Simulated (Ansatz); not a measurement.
## NbCd3, space group Pm-3m: a comparison of functionals at one structure, step by step

Computed with Ansatz's Python interface.

Contents of `nbcd3.cif`:
```cif
data_NbCd3
_cell_length_a 4.215000
_cell_length_b 4.215000
_cell_length_c 4.215000
_cell_angle_alpha 90.00000
_cell_angle_beta 90.00000
_cell_angle_gamma 90.00000
_symmetry_space_group_name_H-M 'P 1'
_symmetry_Int_Tables_number 1
loop_
_symmetry_equiv_pos_as_xyz
'x, y, z'
loop_
_atom_site_label
_atom_site_type_symbol
_atom_site_fract_x
_atom_site_fract_y
_atom_site_fract_z
Nb1 Nb    0.000000    0.000000    0.000000
Cd2 Cd    0.000000    0.500000    0.500000
Cd3 Cd    0.500000    0.000000    0.500000
Cd4 Cd    0.500000    0.500000    0.000000
```

Typed at the interpreter:
```pycon
>>> from dataclasses import dataclass
>>> import warnings
>>> import ansatz
>>> from ase.io import read
>>> from tabulate import tabulate
>>> @dataclass(frozen=True)
... class Options:
...     smearing: str = "Fermi-Dirac"
...     width_ev: float = 0.1
...     cutoff: int = 450
...
>>> opts = Options()
>>> warnings.simplefilter("ignore", ansatz.DeckWarning)
>>> atoms = read("nbcd3.cif")
>>> system = ansatz.Crystal.from_ase(atoms)
>>> system.resolved().tree()["lattice"]
((4.215, 0.0, 0.0), (0.0, 4.215, 0.0), (0.0, 0.0, 4.215))
>>> model = (
...     system.calculation()
...     .pseudopotentials("paw")
...     .kpoints(5)
...     .occupations(opts.smearing, width=opts.width_ev)
...     .basis(opts.cutoff)
...     .stress()
... )
>>> rows = []
>>> for value in ["pbe", "blyp", "rpbe"]:
...     summary = model.functional(value).run().report
...     rows.append((value, summary["free_energy_ev"] / len(summary["lattice"]["sites"]), summary["n_iterations"], sum(summary["stress_gpa"][i][i] for i in range(3)) / 3, summary["n_kpoints"]))
...
>>> print(tabulate(rows, headers=["functional", "F/atom (eV)", "iterations", "P (GPa)", "k-points"], floatfmt=".4f", tablefmt="simple"))
functional      F/atom (eV)    iterations    P (GPa)    k-points
------------  -------------  ------------  ---------  ----------
pbe              -7328.7534             7     7.3561          10
blyp             -7343.5368             7    13.4592          10
rpbe             -7336.5935             6    10.6170          10
```

From lowest to highest: PBE (7.4 GPa), RPBE (10.6 GPa) and BLYP (13.5 GPa). At a fixed cell a lower pressure usually means a smaller equilibrium volume, so PBE prefers the smallest cell and BLYP the largest.

No spin polarisation was allowed. BLYP and dispersion corrections can be off by several per cent in the lattices of metals, and by several GPa in the pressure at a fixed cell. The mesh is modest for a metal, so energies can be off by several to tens of meV an atom and pressures by half a GPa or more; differences at equal mesh fare better. Pressure is positive in compression. At these settings the cell as given stands under about 7 GPa, so it isn't at this functional's equilibrium volume. The starting cell is as deposited in a crystallographic database; the results hold for this polymorph, which needn't be the stable one. Total energies of different functionals can't be compared; pressures, moments and gaps at this one structure can. Run time: 6.3 s on 1 thread of Arm Neoverse V2, with other jobs on the host, peak memory 0.46 GiB.
